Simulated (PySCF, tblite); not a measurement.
**Ge2H6SSi, a small gas-phase stand-in for a defect centre: NMR shifts, core binding energies and electronic excitations**

Wanted: the NMR shifts, core binding energies and electronic excitations for `[SiH3][S][Ge][GeH3]`. It is drawn as: twofold Ge.

Computed with tblite 0.8.0 and PySCF 2.14.0; each step states its level. No surroundings beyond the atoms listed, unless a continuum is named. Atoms count from 0, parts from 1.

## Step 1: The system as given

10 atoms, charge 0, multiplicity 1; geometry: distance geometry start.

## Step 2: Geometry optimisation with GFN2-xTB

What the job is given:

```
{"job": {"kind": "relax", "xc": "GFN2-xTB", "basis": "xTB"}, "charge": 0, "multiplicity": 1}
Ge    -0.652592    -0.217750    -0.620503
Ge    -2.807413     0.056606     0.392654
S      0.999769    -0.210841     0.914758
Si     2.813117    -0.058297    -0.215685
H     -2.815740     1.427842     1.105492
H     -3.197148    -1.086972     1.309371
H     -3.835005     0.136517    -0.768172
H      2.715928     1.199792    -1.005776
H      3.991103    -0.089692     0.634074
H      2.792876    -1.145136    -1.231277
```

With the program's defaults for keys left out, this is: GFN2-xTB geometry optimisation, gas phase.

Command:

```sh
$ OMP_NUM_THREADS=1 python cluster_run.py task.json out
```

One launch serves the whole session: the jobs run in the order shown.

Log:

```text
step      E/eV     max force
  0    -324.79792    1.786
  1    -324.88558    1.466
  2    -325.04861    0.944
  3    -325.11045    0.985
  4    -325.21226    0.676
  5    -325.23438    0.447
  6    -325.24528    0.206
  7    -325.24922    0.211
  8    -325.25397    0.196
  9    -325.25695    0.203
 10    -325.25982    0.158
 11    -325.26210    0.132
 12    -325.26448    0.156
 13    -325.26718    0.164
 14    -325.27033    0.186
 15    -325.27363    0.165
 16    -325.27641    0.147
 17    -325.27810    0.109
 18    -325.27916    0.113
 19    -325.28030    0.112
 20    -325.28181    0.127
 21    -325.28353    0.157
 22    -325.28498    0.121
 23    -325.28605    0.126
 24    -325.28705    0.130
 25    -325.28821    0.125
 26    -325.28986    0.136
 27    -325.29242    0.225
 28    -325.29627    0.294
 29    -325.30143    0.294
 30    -325.30702    0.227
 31    -325.31022    0.107
 32    -325.31093    0.060
 33    -325.31121    0.067
 34    -325.31154    0.054
 35    -325.31193    0.057
 36    -325.31239    0.062
 37    -325.31273    0.043
 38    -325.31287    0.028
 39    -325.31293    0.020
 40    -325.31298    0.018
 41    -325.31304    0.022
 42    -325.31312    0.026
 43    -325.31320    0.024
 44    -325.31327    0.023
 45    -325.31332    0.019
 46    -325.31335    0.017
 47    -325.31337    0.015
 48    -325.31340    0.019
 49    -325.31345    0.026
 50    -325.31355    0.035
 51    -325.31370    0.042
 52    -325.31387    0.045
 53    -325.31397    0.028
 54    -325.31399    0.010
 55    -325.31400    0.006
```

It took 2.6 s on 1 thread of Arm Neoverse V1, shared host.

Step by step:

```csv
step,energy from step 0 (eV),largest force (eV/Å)
0,0.0000,1.7857
2,-0.2507,0.9438
4,-0.4143,0.6763
6,-0.4474,0.2058
8,-0.4561,0.1950
10,-0.4619,0.1572
12,-0.4666,0.1566
14,-0.4724,0.1863
16,-0.4785,0.1472
18,-0.4812,0.1137
20,-0.4839,0.1267
22,-0.4871,0.1211
24,-0.4891,0.1297
26,-0.4919,0.1358
28,-0.4984,0.2945
30,-0.5091,0.2267
32,-0.5130,0.0592
34,-0.5136,0.0546
36,-0.5145,0.0617
38,-0.5149,0.0278
40,-0.5151,0.0183
42,-0.5152,0.0256
44,-0.5154,0.0224
46,-0.5154,0.0170
48,-0.5155,0.0190
50,-0.5156,0.0351
52,-0.5160,0.0448
54,-0.5161,0.0103
55,-0.5161,0.0060
```

Close pairs (by a distance rule), those that changed most:

```csv
bond,before (Å),after (Å),change (Å)
Ge0–Ge1,2.397,2.506,+0.109
Ge1–H4,1.545,1.511,-0.034
Ge1–H6,1.552,1.520,-0.033
Ge0–S2,2.256,2.227,-0.028
Si3–H7,1.489,1.461,-0.028
Si3–H9,1.488,1.462,-0.025
S2–Si3,2.142,2.155,+0.012
Ge1–H5,1.517,1.513,-0.004
```

## Step 3: Optimising the geometry at PBE0-D3(BJ)/def2-SVP

What the job is given:

```
{"job": {"xc": "PBE0", "basis": "def2-SVP", "d3": "d3bj", "grid": 2, "kind": "geom", "shake": 0.01}, "charge": 0, "multiplicity": 1}
Ge    -0.565759    -0.265052    -1.168154
Ge    -2.632070     0.041312     0.252937
S      0.739896     0.046689     0.569702
Si     2.765275    -0.039355    -0.288543
H     -2.715446     1.263562     1.126417
H     -2.929584    -1.029551     1.268323
H     -3.964136     0.120825    -0.443643
H      2.950260     1.193445    -1.052113
H      3.604209    -0.145184     0.888999
H      2.788906    -1.212273    -1.152451
```

Log:

```text
step   0  E = -4843.79902961  max force = 0.029204
step   1  E = -4843.80834325  max force = 0.007293
step   2  E = -4843.80863695  max force = 0.001671
step   3  E = -4843.80867598  max force = 0.000380
step   4  E = -4843.80867997  max force = 0.000212
optimisation converged
```

It took 51 s on 1 thread of Arm Neoverse V1, shared host; peak memory 0.59 GiB.

Along the way:

```csv
step,energy from step 0 (eV),largest force component (eV/Å)
0,0.0000,1.5017
1,-0.2534,0.3750
2,-0.2614,0.0859
3,-0.2625,0.0195
4,-0.2626,0.0109
```

Distances of close pairs at the start and the end, largest changes first:

```csv
bond,before (Å),after (Å),change (Å)
Ge0–S2,2.196,2.240,+0.044
Si3–H8,1.450,1.491,+0.042
Ge1–H5,1.505,1.545,+0.039
Ge1–H6,1.505,1.545,+0.039
Ge1–H4,1.505,1.543,+0.038
S2–Si3,2.201,2.165,-0.037
Si3–H9,1.457,1.492,+0.035
Si3–H7,1.462,1.492,+0.030
```

The end geometry stands in the next job.

```csv
at the end point,value
point group (found at 0.08 Å tolerance),C1
"rotational constants (GHz, main isotopes)","4.324, 0.685, 0.600"
dipole moment (D),1.34
```

## Step 4: NMR shieldings: PBE0/pcSseg-2

What the job is given:

```
{"job": {"kind": "nmr", "xc": "PBE0", "basis": "pcSseg-2"}, "charge": 0, "multiplicity": 1}
Ge    -0.592398    -0.202364    -1.131018
Ge    -2.668753     0.040113     0.263629
S      0.697489     0.152580     0.665973
Si     2.656747    -0.030433    -0.236423
H     -2.645004     1.325795     1.116484
H     -2.795626    -1.165161     1.221535
H     -3.938704     0.069939    -0.615063
H      2.971328     1.181035    -1.048780
H      3.644499    -0.156839     0.873770
H      2.711735    -1.240072    -1.108316
```

Level: GIAO PBE0/pcSseg-2 NMR shielding, non-relativistic, gas phase.

Log:

```text
coarse grid: 42392 points
cycle   1  E = -4844.5540519989  dE = -1.455e+00  |g| = 1.404e+00  |ddm| = 2.470e+00
cycle   2  E = -4844.3832863839  dE =  1.708e-01  |g| = 1.674e+00  |ddm| = 1.163e+00
cycle   3  E = -4844.6315102251  dE = -2.482e-01  |g| = 2.955e-01  |ddm| = 1.002e+00
cycle   4  E = -4844.6525376172  dE = -2.103e-02  |g| = 1.201e-01  |ddm| = 3.988e-01
cycle   5  E = -4844.6561825055  dE = -3.645e-03  |g| = 1.468e-02  |ddm| = 1.059e-01
cycle   6  E = -4844.6562026114  dE = -2.011e-05  |g| = 7.294e-03  |ddm| = 1.322e-02
cycle   7  E = -4844.6562122149  dE = -9.603e-06  |g| = 9.968e-04  |ddm| = 6.314e-03
final grid: 81984 points
cycle   8  E = -4844.6561931682  dE =  5.672e-08  |g| = 1.200e-03  |ddm| = 2.116e-03
cycle   9  E = -4844.6561925526  dE =  6.156e-07  |g| = 1.784e-03  |ddm| = 2.894e-03
cycle  10  E = -4844.6561935418  dE = -9.892e-07  |g| = 2.835e-04  |ddm| = 1.911e-03
cycle  11  E = -4844.6561935537  dE = -1.189e-08  |g| = 3.479e-05  |ddm| = 1.879e-04
cycle  12  E = -4844.6561935539  dE = -1.592e-10  |g| = 6.803e-06  |ddm| = 2.791e-05
converged SCF energy = -4844.6561935539

GIAO shielding tensors (ppm)
atom      isotropic    diamagn.    paramagn.     s11        s22        s33       span
  0 Ge    -315.249    2758.759   -3074.009  -2647.568    199.029   1502.790   4150.358
  1 Ge    1631.566    2755.359   -1123.792   1577.435   1614.471   1702.794    125.359
  2 S      204.358    1058.892    -854.534   -569.605    402.237    780.443   1350.049
  3 Si     391.813     877.708    -485.895    352.681    378.615    444.143     91.463
  4 H       27.376      28.165      -0.789     20.816     23.879     37.433     16.617
  5 H       27.567      28.217      -0.651     21.209     23.786     37.705     16.495
  6 H       26.976      28.027      -1.051     21.152     22.348     37.428     16.276
  7 H       26.155      28.182      -2.026     22.946     24.381     31.139      8.194
  8 H       25.738      27.889      -2.152     22.407     24.239     30.568      8.162
  9 H       26.131      28.392      -2.261     22.959     24.528     30.906      7.946
```

Wall time 55 s (1 thread of Arm Neoverse V1, shared host); peak memory 1.2 GiB.

Shifts follow as δ = σ(reference) − σ, with reference shieldings (ppm) from runs at the same level and on the same kind of geometry: ¹H TMS 31.25, ²⁹Si TMS 341.3, ³³S CS2 503, ⁷³Ge GeMe4 1337. The references are single molecules in the gas phase.

```csv
atoms,environment,σ (ppm),δ (ppm)
H8,hydrogen on a silicon bonded to S,25.74,5.51
H9,hydrogen on a silicon bonded to S,26.13,5.11
H7,hydrogen on a silicon bonded to S,26.16,5.09
H6,hydrogen on a germanium bonded to Ge,26.98,4.27
H4,hydrogen on a germanium bonded to Ge,27.38,3.87
H5,hydrogen on a germanium bonded to Ge,27.57,3.68
Ge0,"germanium bonded to Ge, S",-315,1653
Ge1,"germanium bonded to Ge, 3 H",1632,-294
S2,"sulfur bonded to Ge, Si",204,299
Si3,"silicon bonded to S, 3 H",391.8,-50.5
```

Charges from the same density, by scheme (e):

```csv
atoms,Mulliken,IAO,Hirshfeld,ESP fit
Ge0,0.07,0.18,0.18,0.03
Ge1,0.18,0.16,0.13,0.46
S2,-0.25,-0.34,-0.16,-0.23
Si3,0.54,0.54,0.27,0.34
```

Mayer bond orders: Ge0–Ge1 0.97, Ge0–S2 1.24, S2–Si3 0.93.

## Step 5: Core-electron binding energies: SCAN, X2C

The job, as its differences from that of step 4:

```diff
@@ -1,2 +1,2 @@
-{"job": {"kind": "nmr", "xc": "PBE0", "basis": "pcSseg-2"}, "charge": 0, "multiplicity": 1}
+{"job": {"kind": "xps", "holes": 5}, "charge": 0, "multiplicity": 1}
 Ge    -0.592398    -0.202364    -1.131018
```

Level: delta-SCF UKS SCAN, pcX-2 on the ionised atom, pcseg-1 elsewhere, spin-free X2C.

Log:

```text
ground state, core basis on atom 2 (S), 162 functions
  cycle   1  E = -4880.88731965  |g| = 3.21e-01
  cycle   2  E = -4880.63298641  |g| = 8.78e-01
  cycle   3  E = -4880.91578810  |g| = 9.56e-02
  cycle   4  E = -4880.91903604  |g| = 4.89e-02
  cycle   5  E = -4880.91990912  |g| = 1.27e-02
  cycle   6  E = -4880.91996352  |g| = 2.70e-03
  cycle   7  E = -4880.91996804  |g| = 9.13e-04
  cycle   8  E = -4880.91996501  |g| = 2.05e-04
  E(ground) = -4881.21364276 Eh
hole in S 2p of atom 2
  cycle   1  E = -4874.22749948  |g| = 1.53e+00
  cycle   2  E = -4873.76777500  |g| = 1.50e+00
  cycle   3  E = -4874.54877739  |g| = 4.54e-01
  cycle   4  E = -4874.67916383  |g| = 1.74e-01
  cycle   5  E = -4874.69709634  |g| = 6.96e-02
  cycle   6  E = -4874.70068504  |g| = 2.04e-02
  cycle   7  E = -4874.70098267  |g| = 6.85e-03
  cycle   8  E = -4874.70101782  |g| = 1.86e-03
  cycle   9  E = -4874.70102079  |g| = 8.93e-04
  cycle  10  E = -4874.70101885  |g| = 2.50e-04
  E(ion) = -4875.00230525 Eh   <S^2> = 0.7551   hole on atom = 1.001   binding energy = 169.019 eV
  2p3/2 = 168.550 eV   2p1/2 = 169.777 eV
ground state, core basis on atom 3 (Si), 162 functions
  cycle   1  E = -4880.86688260  |g| = 2.88e-01
  cycle   2  E = -4880.86557560  |g| = 7.18e-02
  cycle   3  E = -4880.85946795  |g| = 1.42e-01
  cycle   4  E = -4880.86722377  |g| = 1.13e-02
  cycle   5  E = -4880.86725205  |g| = 1.32e-03
  cycle   6  E = -4880.86725327  |g| = 5.53e-04
  cycle   7  E = -4880.86725396  |g| = 1.53e-04
  E(ground) = -4881.13387909 Eh
hole in Si 2p of atom 3
  cycle   1  E = -4876.56997242  |g| = 1.23e+00
  cycle   2  E = -4875.11824770  |g| = 1.64e+00
  cycle   3  E = -4876.29117929  |g| = 8.28e-01
  cycle   4  E = -4876.82969857  |g| = 3.20e-01
  cycle   5  E = -4876.86784521  |g| = 2.34e-01
  cycle   6  E = -4876.90666139  |g| = 3.96e-02
  cycle   7  E = -4876.90776393  |g| = 7.42e-03
  cycle   8  E = -4876.90780453  |g| = 3.13e-03
  cycle   9  E = -4876.90781511  |g| = 1.31e-03
  cycle  10  E = -4876.90781386  |g| = 3.03e-04
  E(ion) = -4877.18715885 Eh   <S^2> = 0.7533   hole on atom = 1.002   binding energy = 107.396 eV
  2p3/2 = 107.154 eV   2p1/2 = 107.778 eV
```

Run time: 11 s. Hardware: 1 thread of Arm Neoverse V1, shared host; peak memory 0.49 GiB.

Binding energies by hole, beside the orbital energy of the ground state; the difference holds orbital relaxation and, for a density functional, its self-interaction error:

```csv
hole,stands for,environment,ΔSCF (eV; 2p as the shell's mean),−ε (eV),⟨S²⟩
S2p on S2,S2,"sulfur bonded to Ge, Si",168.96,158.3,0.755
Si2p on Si3,Si3,"silicon bonded to S, 3 H",107.36,97.0,0.753
```

With the spin-orbit splitting: S2 2p3/2 168.55, 2p1/2 169.78 eV; Si3 2p3/2 107.15, 2p1/2 107.78 eV. The table gives each 2p level as the mean over the whole 2p shell (two parts 2p3/2, one part 2p1/2), which differs a little from the single hole in the log.

## Step 6: TDDFT and polarisability: CAM-B3LYP/def2-SVPD

The job, as its differences from that of step 5:

```diff
@@ -1,2 +1,2 @@
-{"job": {"kind": "xps", "holes": 5}, "charge": 0, "multiplicity": 1}
+{"job": {"kind": "uv", "xc": "CAM-B3LYP", "basis": "def2-SVPD", "nstates": 6, "ntriplets": 2, "ip": true}, "charge": 0, "multiplicity": 1}
 Ge    -0.592398    -0.202364    -1.131018
```

With the program's defaults for keys left out, this is: TDDFT CAM-B3LYP/def2-SVPD, vertical, gas phase, core orbitals frozen in the response.

Log:

```text
coarse grid: 42392 points
cycle   1  E = -4844.7841499738  dE = -1.356e+00  |g| = 5.498e-01  |ddm| = 3.350e+00
cycle   2  E = -4844.7753057384  dE =  8.844e-03  |g| = 5.986e-01  |ddm| = 1.387e+00
cycle   3  E = -4844.8390307905  dE = -6.373e-02  |g| = 5.110e-02  |ddm| = 7.246e-01
cycle   4  E = -4844.8397878641  dE = -7.571e-04  |g| = 2.220e-02  |ddm| = 1.150e-01
cycle   5  E = -4844.8399273994  dE = -1.395e-04  |g| = 4.126e-03  |ddm| = 4.817e-02
cycle   6  E = -4844.8399329436  dE = -5.544e-06  |g| = 1.230e-03  |ddm| = 1.119e-02
final grid: 81984 points
cycle   7  E = -4844.8399076250  dE = -5.103e-07  |g| = 1.091e-03  |ddm| = 4.814e-03
cycle   8  E = -4844.8399076988  dE = -7.377e-08  |g| = 1.118e-03  |ddm| = 2.992e-03
cycle   9  E = -4844.8399079657  dE = -2.669e-07  |g| = 9.405e-05  |ddm| = 1.326e-03
cycle  10  E = -4844.8399079703  dE = -4.570e-09  |g| = 4.438e-05  |ddm| = 2.399e-04
cycle  11  E = -4844.8399079720  dE = -1.714e-09  |g| = 1.384e-05  |ddm| = 2.815e-04
cycle  12  E = -4844.8399079720  dE = -5.457e-11  |g| = 2.951e-06  |ddm| = 2.082e-05
converged SCF energy = -4844.8399079720

Static polarisability (au): isotropic 125.174, principal 89.612 112.501 173.410

Singlet excitations
state   eV       nm        f      main configurations
  1   2.2343    554.9   0.00195   H->L 0.99
  2   4.2354    292.7   0.00567   H-2->L 0.97
  3   4.3291    286.4   0.05116   H-1->L 0.93
  4   5.1125    242.5   0.06324   H->L+1 0.76, H->L+2 0.09
  5   5.6128    220.9   0.00753   H-3->L 0.84, H-5->L 0.10
  6   5.6665    218.8   0.16152   H->L+3 0.62, H->L+1 0.13, H->L+2 0.13

Triplet excitations (Tamm-Dancoff, eV): 1.4961 3.4023
Vertical ionisation energy (delta-SCF) = 8.3765 eV
Vertical electron affinity (delta-SCF) = 1.3859 eV
```

It took 61 s on 1 thread of Arm Neoverse V1, shared host; peak memory 0.92 GiB.

Frontier orbitals and where they lie:

```csv
orbital,eV,atoms
HOMO−3,-10.61,"Ge1 28 %, S2 23 %, H6 18 %"
HOMO−2,-9.64,"S2 39 %, Ge0 28 %, Ge1 12 %"
HOMO−1,-9.17,"S2 66 %, Si3 11 %, Ge0 10 %"
HOMO,-7.69,"Ge0 50 %, Ge1 22 %, S2 15 %"
LUMO,-1.96,"Ge0 65 %, S2 18 %, Ge1 12 %"
LUMO+1,0.35,"Ge0 33 %, S2 19 %, Ge1 16 %"
LUMO+2,0.68,"Ge1 23 %, Ge0 19 %, S2 14 %"
```

With each of the 6 states as a Gaussian band of 0.4 eV half-width at 1/e, the curve within the window shown has maxima at 555 nm (ε 79), 286 nm (ε 2,300), 221 nm (ε 7,300) L/(mol cm). Beyond the last state computed it falls off for lack of states. The curve at chosen wavelengths:

(nm, ε (L/mol/cm)): (208, 3893), (230, 5912), (252, 2513), (274, 2056), (296, 2080), (318, 775), (340, 141), (362, 17), (384, 2), (406, 1), (428, 5), (450, 14), (472, 30), (494, 49), (516, 66), (538, 77), (560, 79), (582, 74), (604, 64), (626, 53), (648, 42), (670, 32), (692, 23), (714, 17), (736, 12), (758, 8)

Further results of this job:

```csv
property,computed
dipole moment (D),1.41
polarisability (Å³),18.55
HOMO–LUMO gap (eV),5.73
−ε(HOMO) (eV),7.69
```

## Step 7: Results

| quantity | value |
| --- | --- |
| point group | C1 |
| rotational constants (main isotopes) | 4.32, 0.69, 0.60 GHz |
| ¹H shifts against TMS (PBE0/pcSseg-2) | 5.51, 5.11, 5.09, 4.27, 3.87, 3.68 ppm |
| ⁷³Ge shifts against GeMe4 (PBE0/pcSseg-2) | 1653, -294 ppm |
| ³³S shifts against CS2 (PBE0/pcSseg-2) | 299 ppm |
| ²⁹Si shifts against TMS (PBE0/pcSseg-2) | -50.5 ppm |
| S2p binding energies, SCAN/pcX-2 | S2 168.96 eV |
| Si2p binding energies, SCAN/pcX-2 | Si3 107.36 eV |
| lowest singlet (CAM-B3LYP/def2-SVPD) | 2.23 eV (555 nm), f = 0.002 |
| brightest single state of those computed | state 6, 5.67 eV, f = 0.162 |
| lowest triplet | 1.50 eV |
| vertical ionisation energy (ΔSCF) | 8.38 eV |
| vertical electron affinity (ΔSCF) | 1.39 eV |

The start of the PBE0/def2-SVP relaxation was shaken at random by about 0.01 Å, so part of the energy gained, and of the first lengths quoted, undoes that. Relaxing lowered the energy by 0.263 eV in 4 steps; the close pair that moved most is Ge0–S2, from 2.196 to 2.240 Å (PBE0/def2-SVP). Hydrogens of an XH3 group are listed apart at this fixed geometry; free rotation makes them one line at their mean. At PBE0/pcSseg-2: The largest span, 4150 ppm, is at Ge0, where the paramagnetic term is -3074 ppm. The first singlet state (HOMO→LUMO 0.99) lies at 2.23 eV and is weak; of the 6 states computed, the strongest absorption comes from state 6 at 5.67 eV (the last computed, so partners may be missing). The lowest triplet lies 0.74 eV below the lowest singlet (triplets in Tamm-Dancoff, singlets in full TDDFT). ΔSCF puts the ionisation energy at 8.38 eV, 0.69 eV above −ε(HOMO). Spin-orbit coupling is left out, which matters for shieldings and couplings at and beside the heavy atoms.
